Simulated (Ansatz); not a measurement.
# Si2W: the cost of one run

Program: Ansatz 0.2.0. Level of theory: DFT PBE, scalar-relativistic, plane waves, PAW. These are calculated values, not measurements.

15 further runs of the same task are left out: 15 set aside as unsound or not needed.

### 1 Starting point

Symmetry: I4/mmm, No. 139, tetragonal system. Conventional cell: a = 3.229 Å, b = 3.229 Å, c = 7.867 Å, α = 90.00°, β = 90.00°, γ = 90.00°. Around Si (site symmetry 4mm) lie 5 Si at 2.60 to 2.64 Å and 5 W at 2.63 Å. W (site symmetry 4/mmm) is surrounded by 10 Si at 2.63 Å.

Structure file:

```cif
data_structure
_symmetry_space_group_name_H-M 'I4/mmm'
_symmetry_Int_Tables_number 139
_cell_length_a 3.2293
_cell_length_b 3.2293
_cell_length_c 7.8672
_cell_angle_alpha 90.000
_cell_angle_beta 90.000
_cell_angle_gamma 90.000
_cell_volume 82.04
loop_
_atom_site_label
_atom_site_type_symbol
_atom_site_symmetry_multiplicity
_atom_site_Wyckoff_symbol
_atom_site_fract_x
_atom_site_fract_y
_atom_site_fract_z
_atom_site_occupancy
Si1 Si 4 e 0.00000 0.00000 0.33457 1
W1 W 2 a 0.00000 0.00000 0.00000 1
```

This cell was relaxed beforehand with the same method: volume 13.67 Å³/atom, gap on the mesh none (metal).

### 2 Plan of the scan

Atoms count from 1 in the order of the input.

The energy is mapped over a free internal coordinate and the cell.

- shift of Si1 along [0 0 1], its symmetry partners moved as symmetry demands (measured in the relaxed cell): 7 values from −0.250 to 0.250 Å
- c/a of the conventional cell at fixed volume: 7 values from 2.119 to 2.753

Nothing else is relaxed (all other coordinates fixed). Energies count from the relaxed crystal. Points are written as (first, second).

### 3 The run at (−0.250 Å, 2.119)

input.yaml

```yaml
crystal:
  lattice:
    - [-1.6913662915, 1.6913662915, 3.5848508548]
    - [1.6913662915, -1.6913662915, 3.5848508548]
    - [1.6913662915, 1.6913662915, -3.5848508548]
  atoms:
    - { symbol: Si, position: [0.3027953053, 0.3027953053, 0.0] }
    - { symbol: Si, position: [0.6972046947, 0.6972046947, 0.0] }
    - { symbol: W, position: [0.0, 0.0, 0.0] }
basis:
  ecutwfc: 420
kpoints:
  mp_grid: { grid: [18, 18, 18] }
hamiltonian:
  xc: pbe
  pseudopotentials: { kind: paw, azcp: { folder: soft_1 } }
scf:
  occupations: { method: gaussian, width: 0.15 }
output:
  forces: true
  stress: true
  eigenvalues: true
```

Started as:

```
ansatz run input.yaml --threads 2 --pin off --max-ram 4096MiB --backend cpu --events-out ev --progress --plain --runs-dir out
```

Q: Estimate wall time and peak memory on 2 threads of Arm Neoverse N1, shared host.

About 16 s, with a peak of 0.51 GiB.
